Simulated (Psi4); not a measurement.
# InCl2F (SMILES [F][In]([Cl])[Cl]): HF/3-21G

Aim: the vertical singlet–triplet gap of InCl2F at HF/3-21G, from 2 runs. 

The calculation is run with Psi4 1.11.

6 further runs of the same task are left out: 4 that didn't finish, 2 set aside as unsound or not needed.

## Step 1: Starting point

InCl2F has 4 atoms, charge 0, and is taken as a singlet. As SMILES, `[F][In]([Cl])[Cl]`. Geometry: relaxed at PBE0-D4/def2-TZVP.

Bond lengths: F1–In2 1.926 Å, In2–Cl3 2.285 Å, In2–Cl4 2.285 Å. Angles: F1–In2–Cl3 117.6°, F1–In2–Cl4 117.6°, Cl3–In2–Cl4 124.8°.

## Step 2: Energy and forces at HF/3-21G

job.json reads:

```json
{
  "schema_name": "qcschema_input",
  "schema_version": 1,
  "molecule": {
    "schema_name": "qcschema_molecule",
    "schema_version": 2,
    "symbols": ["F", "In", "Cl", "Cl"],
    "geometry": [0.43633776, 1.87479729, 3.17266119, 0.03609377, 0.01738548, 0.06727425, 2.26804929, -3.65340752, -0.37000838, -2.63560103, 1.64727426, -2.90828851],
    "molecular_charge": 0,
    "molecular_multiplicity": 1,
    "fix_symmetry": "c1"
  },
  "driver": "gradient",
  "model": {
    "method": "scf",
    "basis": "3-21G"
  },
  "keywords": {
    "reference": "rhf",
    "puream": true,
    "e_convergence": 1e-09,
    "d_convergence": 1e-08,
    "scf_type": "pk"
  }
}
```

On the command line:

```sh
$ psi4 --qcschema job.json -n 1 --memory 2200MB
```

stdout (excerpt; [...] marks lines left out):

```text
[...]
  Running in c1 symmetry.
[...]
  Nuclear repulsion =  589.579900213194605
[...]
  Multiplicity = 1
[...]
  Nalpha       = 46
  Nbeta        = 46
[...]
    Number of basis functions: 66
[...]
   @RHF iter   1: -6728.20451451888675   -3.54616e+00   8.50825e-03 DIIS/ADIIS
[...]
   @RHF iter  11: -6728.39743827715938   -8.18545e-12   2.54949e-09 DIIS
[...]
    Orbital Energies [Eh]
    ---------------------
    Doubly Occupied:
       1A   -991.821964     2A   -148.790721     3A   -138.222723
       4A   -138.221636     5A   -138.221331     6A   -104.119784
       7A   -104.119751     8A    -29.673541     9A    -26.098915
      10A    -25.216257    11A    -25.212170    12A    -25.210852
      13A    -17.616888    14A    -17.615778    15A    -17.614898
      16A    -17.612510    17A    -17.612302    18A    -10.513156
      19A    -10.513048    20A     -7.976109    21A     -7.976100
      22A     -7.972935    23A     -7.972782    24A     -7.972685
      25A     -7.972661    26A     -5.120172    27A     -3.592490
      28A     -3.591479    29A     -3.585533    30A     -1.502323
      31A     -1.237442    32A     -1.232042    33A     -1.221018
      34A     -1.215364    35A     -1.206378    36A     -1.093083
[...]
  @RHF Final Energy: -6728.39743827715938
   => Energetics <=
    Nuclear Repulsion Energy =            589.5799002131946054
    One-Electron Energy =              -10471.2692704733417486
    Two-Electron Energy =                3153.2919319829870801
    Total Energy =                      -6728.3974382771593810
[...]
 Multipole Moments:
 ------------------------------------------------------------------------------------
     Multipole            Electronic (a.u.)      Nuclear  (a.u.)        Total (a.u.)
 ------------------------------------------------------------------------------------
 L = 1.  Multiply by 2.5417464519 to convert [e a0] to [Debye]
 Dipole X            :          0.3696209           -0.3650676            0.0045532
 Dipole Y            :          1.7155064           -1.6944204            0.0210860
 Dipole Z            :          2.8693883           -2.8337106            0.0356777
 Magnitude           :                                                    0.0416923
[...]
  -Total Gradient:
     Atom            X                  Y                   Z
    ------   -----------------  -----------------  -----------------
       1        0.001883187509     0.008739158933     0.014608525057
       2       -0.005136284873    -0.023905614605    -0.039938019256
       3       -0.016117122700     0.026766616112     0.003483968176
       4        0.019370220132    -0.011600160298     0.021845526049
[...]
```

The result, in JSON:

```text
{
 "driver": "gradient",
 "model": {
  "method": "scf",
  "basis": "3-21G"
 },
 "success": true,
 "return_result": [0.0018831875094192478, 0.008739158933284946, 0.014608525056723262, -0.005136284873290523, -0.023905614604957166, -0.03993801925625731, -0.01611712270049845, 0.026766616111955632, 0.003483968175874869, 0.01937022013195508, -0.011600160298325758, 0.02184552604926715],
 "properties": {
  "calcinfo_nbasis": 66,
  "calcinfo_nmo": 66,
  "calcinfo_nalpha": 46,
  "calcinfo_nbeta": 46,
  "calcinfo_natom": 4,
  "nuclear_repulsion_energy": 589.5799002131946,
  "return_energy": -6728.397438277159,
  "return_gradient": [0.0018831875094192478, 0.008739158933284946, 0.014608525056723262, -0.005136284873290523, -0.023905614604957166, -0.03993801925625731, -0.01611712270049845, 0.026766616111955632, 0.003483968175874869, 0.01937022013195508, -0.011600160298325758, 0.02184552604926715],
  "scf_one_electron_energy": -10471.269270473342,
  "scf_two_electron_energy": 3153.291931982987,
  "scf_dipole_moment": [0.004553234447206123, 0.02108595011530845, 0.03567770492122957],
  "scf_total_energy": -6728.397438277159,
  "scf_total_gradient": [0.0018831875094192478, 0.008739158933284946, 0.014608525056723262, -0.005136284873290523, -0.023905614604957166, -0.03993801925625731, -0.01611712270049845, 0.026766616111955632, 0.003483968175874869, 0.01937022013195508, -0.011600160298325758, 0.02184552604926715],
  "scf_iterations": 11
 }
}
```

Run time: 5.1 s. Hardware: 1 thread of Intel Xeon Platinum 8259CL at 2.50GHz (Skylake/Cascade Lake), shared host; peak memory 0.22 GiB.

## Step 3: The triplet: the energy at UHF/3-21G

calc.in reads:

```
memory 2.2 GB

molecule {
  0 3
  F      0.230900     0.992100     1.678900
  In     0.019100     0.009200     0.035600
  Cl     1.200200    -1.933300    -0.195800
  Cl    -1.394700     0.871700    -1.539000
  units angstrom
  symmetry c1
}

set globals {
  basis         3-21G
  reference     uhf
  puream        true
  e_convergence 1e-09
  d_convergence 1e-08
  scf_type      pk
  maxiter       100
}

e_tot, wfn = energy("scf", return_wfn=True)
```

On the command line:

```sh
$ psi4 -i calc.in -o calc.out -n 1
```

calc.out (excerpt; [...] marks lines left out):

```text
[...]
  Running in c1 symmetry.
[...]
  Nuclear repulsion =  589.579900213441874
[...]
  Multiplicity = 3
[...]
  Nalpha       = 47
  Nbeta        = 45
[...]
    Number of basis functions: 66
[...]
   @UHF iter   1: -6727.84215178136128   -3.18379e+00   1.00023e-02 DIIS/ADIIS
[...]
   @UHF iter  22: -6728.17102996745780   -1.36424e-11   9.10959e-09 DIIS
[...]
   @S^2 Observed:                2.016025218E+00
[...]
    Orbital Energies [Eh]
    ---------------------
    Alpha Occupied:
       1A   -991.738773     2A   -148.709733     3A   -138.140164
       4A   -138.139773     5A   -138.139255     6A   -104.168887
       7A   -104.168846     8A    -29.595835     9A    -26.051115
      10A    -25.135170    11A    -25.134555    12A    -25.131444
      13A    -17.536723    14A    -17.535755    15A    -17.533783
      16A    -17.533420    17A    -17.533108    18A    -10.564305
      19A    -10.564194    20A     -8.038190    21A     -8.038134
      22A     -8.022911    23A     -8.022877    24A     -8.020100
      25A     -8.019945    26A     -5.052361    27A     -3.524034
      28A     -3.518924    29A     -3.513435    30A     -1.464268
      31A     -1.211892    32A     -1.206045    33A     -1.153930
      34A     -1.143650    35A     -1.138715    36A     -1.125511
[...]
  @UHF Final Energy: -6728.17102996745780
   => Energetics <=
    Nuclear Repulsion Energy =            589.5799002134418743
    One-Electron Energy =              -10473.7418597516370937
    Two-Electron Energy =                3155.9909295707366255
    Total Energy =                      -6728.1710299674577982
  UHF NO Occupations:
  HONO-2 :   45  A 1.9936613
  HONO-1 :   46  A 1.0000000
[...]
 Multipole Moments:
 ------------------------------------------------------------------------------------
     Multipole            Electronic (a.u.)      Nuclear  (a.u.)        Total (a.u.)
 ------------------------------------------------------------------------------------
 L = 1.  Multiply by 2.5417464519 to convert [e a0] to [Debye]
 Dipole X            :          0.3060442           -0.3650676           -0.0590234
 Dipole Y            :          1.4179799           -1.6944204           -0.2764405
 Dipole Z            :          2.3714816           -2.8337105           -0.4622289
 Magnitude           :                                                    0.5418106
[...]
```

Run time: 3.3 s. Hardware: 1 thread of Intel Xeon Platinum 8259CL at 2.50GHz (Skylake/Cascade Lake), shared host; peak memory 0.22 GiB.

## Step 4: What came out

At HF/3-21G:

| quantity | value |
| --- | --- |
| singlet: total energy | -6728.39744 Eh |
| singlet: dipole moment | 0.11 D |
| singlet: HOMO energy | -13.03 eV |
| singlet: LUMO energy | 0.18 eV |
| singlet: HOMO–LUMO gap | 13.21 eV |
| singlet: largest force on an atom | 2.408 eV/Å |
| triplet: total energy | -6728.17103 Eh |
| triplet: dipole moment | 1.38 D |
| triplet: HOMO energy (highest over α and β) | -6.29 eV |
| triplet: LUMO energy (lowest over α and β) | -5.29 eV |
| triplet: ⟨S²⟩ | 2.016 |
| vertical energy of the triplet above the singlet | 6.161 eV |

At this shape the triplet lies 6.16 eV (594 kJ/mol) above the singlet. The largest force (singlet) is 2.41 eV/Å: the shape isn't a stationary point for this species at this level. Relativity is left out (singlet) although the molecule holds a heavy atom. Relativity is left out (triplet) although the molecule holds a heavy atom.
